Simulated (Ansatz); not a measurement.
From input file to script: CH₆B₂O₂, SMILES COBBO in Ansatz 0.2.0.

```yaml
crystal:
  periodic: [false, false, false]
  atoms:
    - { symbol: C, position_ang: [-1.3972, -0.1934, 0.8901] }
    - { symbol: O, position_ang: [-0.1901, -0.7563, 1.0529] }
    - { symbol: B, position_ang: [0.8216, 0.1885, 0.5906] }
    - { symbol: B, position_ang: [1.5142, 0.1251, -0.9512] }
    - { symbol: O, position_ang: [0.9085, -0.8735, -1.9066] }
    - { symbol: H, position_ang: [-1.5472, 0.7919, 1.4916] }
    - { symbol: H, position_ang: [-1.6255, 0.0693, -0.1917] }
    - { symbol: H, position_ang: [-2.1868, -0.8407, 1.2176] }
    - { symbol: H, position_ang: [1.3204, 0.9793, 1.4092] }
    - { symbol: H, position_ang: [2.3004, 0.8531, -1.2637] }
    - { symbol: H, position_ang: [0.147, -0.4004, -2.3182] }
basis:
  gaussian:
    orbitals: def2-SVP
hamiltonian:
  xc: r2scan
output:
  forces: true
```

Typed at the interpreter:
```pycon
>>> import ansatz as az
>>> import numpy as np
>>> deck = {
...     'crystal': {
...         'periodic': [False, False, False],
...         'atoms': [
...             {'symbol': 'C', 'position_ang': [-1.3972, -0.1934, 0.8901]},
...             {'symbol': 'O', 'position_ang': [-0.1901, -0.7563, 1.0529]},
...             {'symbol': 'B', 'position_ang': [0.8216, 0.1885, 0.5906]},
...             {'symbol': 'B', 'position_ang': [1.5142, 0.1251, -0.9512]},
...             {'symbol': 'O', 'position_ang': [0.9085, -0.8735, -1.9066]},
...             {'symbol': 'H', 'position_ang': [-1.5472, 0.7919, 1.4916]},
...             {'symbol': 'H', 'position_ang': [-1.6255, 0.0693, -0.1917]},
...             {'symbol': 'H', 'position_ang': [-2.1868, -0.8407, 1.2176]},
...             {'symbol': 'H', 'position_ang': [1.3204, 0.9793, 1.4092]},
...             {'symbol': 'H', 'position_ang': [2.3004, 0.8531, -1.2637]},
...             {'symbol': 'H', 'position_ang': [0.147, -0.4004, -2.3182]},
...         ],
...     },
...     'basis': {'gaussian': {'orbitals': 'def2-SVP'}},
...     'hamiltonian': {'xc': 'r2scan'},
...     'output': {'forces': True},
... }
>>> session = az.Session.from_dict(deck)
>>> summary = session.plan(threads=1).execute().report
>>> print('reference energy %16.6f eV' % summary['reference_energy_ev'])
reference energy     -6571.500389 eV
>>> print('total energy     %16.6f eV' % summary['free_energy_ev'])
total energy         -6571.500389 eV
>>> print('occupied orbitals outside the frozen core (up, down):', summary['n_occupied'], ' frozen:', summary['n_frozen'], ' virtual:', summary['n_virtual'])
occupied orbitals outside the frozen core (up, down): [19, 19]  frozen: 0  virtual: [81, 81]
>>> symbols = ['C', 'O', 'B', 'B', 'O', 'H', 'H', 'H', 'H', 'H', 'H']
>>> state = summary['mean_field']['state']
>>> print(f'mean field: {state["energy"]["hartree"]:.7f} Ha, <S^2> = {abs(state["spin_squared"]):.4f}, stability: {state.get("stability", {}).get("kind")}')
mean field: -241.4981850 Ha, <S^2> = 0.0000, stability: minimum
>>> print('forces (eV/A)')
forces (eV/A)
>>> for symbol, f in zip(symbols, summary['forces_ev_ang']):
...     print(f'  {symbol:2s} {f[0]:9.4f} {f[1]:9.4f} {f[2]:9.4f}')
...
  C    -2.1078    2.7947   -0.4402
  O     3.7181    1.0403   -0.6519
  B    -0.4968   -1.6053    2.2548
  B    -3.7058   -3.8477   -1.7657
  O     0.9197    2.8921    1.4020
  H     0.2311   -1.0132   -0.6591
  H     0.0435   -0.1213    0.5424
  H    -0.7316   -0.8091    0.3178
  H    -0.6455   -0.1791   -0.0641
  H     2.2104    1.5146   -1.1433
  H     0.5646   -0.6660    0.2073
>>> charges = summary['charge_distribution']
>>> dipole = np.array(charges['dipole_moment_e_ang']) * 4.803205
>>> print('dipole (D): {:.3f} {:.3f} {:.3f}, length {:.3f}'.format(*dipole, np.linalg.norm(dipole)))
dipole (D): -1.278 1.785 -0.715, length 2.309
>>> print('atom  Mulliken   Lowdin')
atom  Mulliken   Lowdin
>>> for symbol, m, l in zip(symbols, charges['mulliken_charges_e'], charges['lowdin_charges_e']):
...     print(f'{symbol:4s} {m:9.3f} {l:8.3f}')
...
C        0.140    0.075
O       -0.303    0.152
B        0.148   -0.181
B        0.198   -0.099
O       -0.307    0.133
H        0.013    0.000
H       -0.010   -0.015
H        0.037   -0.026
H       -0.068   -0.030
H       -0.043   -0.042
H        0.196    0.033
```

Notes:
- Total energies depend on the basis set; only differences at equal settings carry meaning.
- The geometry is a force-field or estimated start, not a minimum of this method, and the basis set is short of its limit.
- The Löwdin charges here are taken after orthogonalising the functions within each atom; they differ from plain Löwdin charges, and their signs can be unphysical.
- Wall time of the script: 3.2 s on 1 thread of AMD EPYC 9B14 (Zen 4), with other jobs on the host, peak memory 0.2 GiB.

(Lines on the test bed's own set-up are left out of the output.)
